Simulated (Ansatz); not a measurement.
# CH6FInOSi: one species, many methods

Aim: compute CH6FInOSi with functionals from several rungs and with coupled cluster. The yardstick is the atomisation energy at the CCSD(T) limit.

Computed with Ansatz 0.2.0, Gaussian basis. Level: functionals in def2-TZVPP, the program's frozen cores in correlated methods.

The runs, in order: LDA (SPW92), PBE-D4, revPBE-D4, BLYP-D4, r2SCAN-D4, B97M-V, PBE0-D4, B3LYP-D4, r2SCANh-D4, r2SCAN0-D4, HSE06-D4, BHLYP-D4, CAM-B3LYP-D4, LC-ωPBE, ωB97X-V, ωB97M-V, B2PLYP, PBE-QIDH; CCSD(T)/def2-SVP; CCSD(T)/def2-TZVPP; MP2/def2-QZVPP; extrapolation to the limit; RPA on PBE.

### Step 1. The relaxed structure

An earlier PBE0-D4 in a triple-zeta def2 set relaxation fixed the geometry. In takes the def2 core potential; no spin-orbit term is included.

SMILES `[CH3][In]([F])[O][SiH3]`, 11 atoms, charge 0, spin multiplicity 1.

Atoms are counted from 1 here; the program's logs count them from 0.

Bond lengths: C1–In2 2.119 Å, C1–H6 1.089 Å, C1–H7 1.088 Å, C1–H8 1.090 Å, In2–F3 1.946 Å, In2–O4 1.970 Å, O4–Si5 1.625 Å, Si5–H9 1.489 Å, Si5–H10 1.489 Å, Si5–H11 1.497 Å. Angles: In2–C1–H6 109.4°, In2–C1–H7 109.1°, In2–C1–H8 108.7°, H6–C1–H7 110.5°, H6–C1–H8 109.5°, H7–C1–H8 109.6°, C1–In2–F3 123.8°, C1–In2–O4 130.3°, F3–In2–O4 106.0°, In2–O4–Si5 137.9°, O4–Si5–H9 110.7°, O4–Si5–H10 110.7°, O4–Si5–H11 111.3°, H9–Si5–H10 108.7°, H9–Si5–H11 107.7°, H10–Si5–H11 107.7°.

### Step 2. LDA

This LDA is Slater exchange with PW92 correlation.

in.yaml reads:

```yaml
crystal:
  periodic: [false, false, false]
  atoms:
    - {symbol: C, position_ang: [-1.443970, -1.008726, 1.462805]}
    - {symbol: In, position_ang: [0.580060, -0.696379, 0.917705]}
    - {symbol: F, position_ang: [2.089201, -1.472801, 1.869870]}
    - {symbol: O, position_ang: [1.353846, 0.363678, -0.551868]}
    - {symbol: Si, position_ang: [0.825704, 1.273025, -1.790668]}
    - {symbol: H, position_ang: [-2.067615, -0.980212, 0.570979]}
    - {symbol: H, position_ang: [-1.533855, -1.972099, 1.961169]}
    - {symbol: H, position_ang: [-1.749022, -0.215156, 2.144587]}
    - {symbol: H, position_ang: [1.295619, 2.678635, -1.649891]}
    - {symbol: H, position_ang: [1.320145, 0.733085, -3.086708]}
    - {symbol: H, position_ang: [-0.670112, 1.296950, -1.847970]}
basis:
  gaussian: {orbitals: def2-TZVPP}
hamiltonian: {xc: lda}
output: {orbitals: {seedname: orbitals}}
```

Run with:

```console
$ ansatz run in.yaml --threads 2 --pin off --events-out ev --progress --plain --max-ram 32768MiB --backend cpu
```

After this run come: PBE-D4 (GGA); revPBE-D4 (GGA); BLYP-D4 (GGA); r2SCAN-D4 (meta-GGA); B97M-V (meta-GGA); PBE0-D4 (hybrid); B3LYP-D4 (hybrid); r2SCANh-D4 (hybrid); r2SCAN0-D4 (hybrid); HSE06-D4 (hybrid); BHLYP-D4 (hybrid); CAM-B3LYP-D4 (range-separated); LC-ωPBE (range-separated); ωB97X-V (range-separated); ωB97M-V (range-separated); B2PLYP (double hybrid); PBE-QIDH (double hybrid); CCSD(T) in def2-SVP; CCSD(T) in def2-TZVPP; MP2 in def2-QZVPP; RPA on PBE orbitals.

Q: Predict the results of all the runs planned. Wanted: atomisation energy, CCSD(T)/CBS; farthest beyond LDA; mean size of error, GGA; mean size of error, meta-GGA; mean size of error, hybrid; mean size of error, range-separated; mean size of error, double hybrid; gap, smallest and largest; T1 diagnostic.

As calculated:

| quantity | value |
| --- | --- |
| atomisation energy, CCSD(T)/CBS | 888.5 kcal/mol |
| functionals within 8.9 kcal/mol (1.0 %) | PBE-D4, r2SCAN-D4, B97M-V, CAM-B3LYP-D4, ωB97X-V, ωB97M-V |
| farthest beyond LDA | BHLYP-D4 (-36.5 kcal/mol) |
| mean size of error, GGA | 16.1 kcal/mol |
| mean size of error, meta-GGA | 6.9 kcal/mol |
| mean size of error, hybrid | 21.2 kcal/mol |
| mean size of error, range-separated | 6.0 kcal/mol |
| mean size of error, double hybrid | 18.7 kcal/mol |
| gap, smallest and largest | 4.32 eV (LDA (SPW92)), 11.76 eV (LC-ωPBE) |
| T1 diagnostic | 0.0148 |
| triples share of the correlation energy | 3.2 % |

In words: LDA overbinds by 107.1 kcal/mol (12 %). PBE-D4 misses by -5.0 kcal/mol. Double hybrids carry the basis error of their MP2 part in triple zeta, and no dispersion term here, so their miss is partly the set-up's. The rungs range-separated, meta-GGA miss on average by less than the doubt on the reference (8.9 kcal/mol), so they tie. Misses under about 8.9 kcal/mol are within the doubt on the reference itself, which lacks core-valence correlation, spin-orbit coupling and higher excitations, and its outer-core shells are covered unevenly. All levels share the lack of spin-orbit coupling, which lowers the free heavy atoms and so the true binding. Hartree-Fock recovers 72 % of the binding; the rest is correlation. CCSD(T) in def2-SVP is off by -64.5 kcal/mol, more than most functionals: a good method in a small basis is no reference. The gap grows from 4.3 to 11.8 eV across the functionals, mostly with the share of exact exchange. Correlated methods include outer-core shells of In, which these sets cover unevenly.
